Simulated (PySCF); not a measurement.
**RuOH₄: singlet, from a trigonal bipyramidal (ligand arrangement 1) start**

The task is one start of a wider search on RuOH₄: the singlet, from a trigonal bipyramidal (ligand arrangement 1) start. It is relaxed, tested by its Hessian and followed downhill if it is a saddle.

Method: PBE0, basis Ru def2-TZVP with ECP28, O def2-TZVP, H def2-TZVP, scalar-relativistic core potentials, no spin–orbit coupling, density fitting; program: PySCF 2.14.0.

### Step 1. The starting structure

6 atoms, charge 0, spin multiplicity 1.

Bond lengths: Ru1–O2 1.710 Å, Ru1–H3 1.570 Å, Ru1–H4 1.570 Å, Ru1–H5 1.570 Å, Ru1–H6 1.570 Å. Angles: O2–Ru1–H3 90.0°, O2–Ru1–H4 90.0°, O2–Ru1–H5 120.0°, O2–Ru1–H6 120.0°, H3–Ru1–H4 180.0°, H3–Ru1–H5 90.0°, H3–Ru1–H6 90.0°, H4–Ru1–H5 90.0°, H4–Ru1–H6 90.0°, H5–Ru1–H6 120.0°.

Coordinates in bohr (charge 0 multiplicity 1):
```
Ru    0.0000    0.0000    0.3994
O     0.0000    0.0000   -2.8321
H     0.0000    2.9669    0.3994
H     0.0000   -2.9669    0.3994
H    -2.5694    0.0000    1.8828
H     2.5694    0.0000    1.8829
```

### Step 2. First SCF at the start

One driver script runs all steps and calls PySCF; scf.py shows how it sets up the SCF of each step. The optimiser is the driver's own. After this first run the driver tries any further starts and a stability analysis.

Contents of scf.py:

```python
from pyscf import gto, scf, dft
mol = gto.M(atom='''
Ru     0.000000    -0.000000     0.211340
O     -0.000000     0.000000    -1.498660
H      0.000000     1.570000     0.211340
H      0.000000    -1.570000     0.211340
H     -1.359660     0.000000     0.996350
H      1.359680    -0.000000     0.996370''',
    basis={'Ru': 'def2-TZVP', 'O': 'def2-TZVP', 'H': 'def2-TZVP'},
    ecp={'Ru': 'def2-TZVP'},
    charge=0, spin=0)
mf = dft.RKS(mol, xc='PBE0')
mf.grids.atom_grid = (50, 194)
aux = {'Ru': 'def2-universal-JKFIT', 'O': 'def2-universal-JKFIT', 'H': 'def2-universal-JKFIT'}
mf = mf.density_fit(auxbasis=aux)
mf.conv_tol = 1e-08
mf.diis_space = 10
mf.max_cycle = 60
mf.init_guess = 'minao'
mf.verbose = 4
mf.kernel()
```

Started as:

```bash
$ OMP_NUM_THREADS=4 python axn.py task.json out
```

After this run come: Trigonal bipyramidal (ligand arrangement 1) start, singlet: relaxation; Hessian and properties.

Q: Predict the outcome of this session. Wanted: minimum; geometry; wavenumbers; dipole moment; highest occupied, lowest empty level; polar-tensor charge of Ru1; zero-point energy; atomisation energy.

As calculated:

```
                                 quantity                                                                                       value
                                  minimum                                                                                singlet, C4v
                                 geometry  Ru–H 1.580 Å (×4), Ru–O 1.618 Å; H–Ru–H 76.5° (×4), H–Ru–H 122.3° (×2), H–Ru–O 118.8° (×4)
                       wavenumbers (cm⁻¹)  522 (e), 677 (e), 844 (a1), 865 (b2), 1021 (b1), 1112 (a1), 2126 (b1), 2169 (e), 2173 (a1)
                            dipole moment                                                                                      1.16 D
     highest occupied, lowest empty level                                                                             -8.68, -3.08 eV
               polar-tensor charge of Ru1                                                                                     +0.55 e
                        zero-point energy                                                                                 89.0 kJ/mol
                      entropy at 298.15 K                                                                             255.6 J/(mol K)
atomisation energy (no zero-point energy)                                                                                 1550 kJ/mol
```

What this shows: The trigonal bipyramidal (ligand arrangement 1) start (C2v) ends in a minimum of C4v symmetry. The strongest infrared band lies at 1112 cm⁻¹ (a1, mixed). Only this shape and spin were tried, so other structures or states may lie lower.
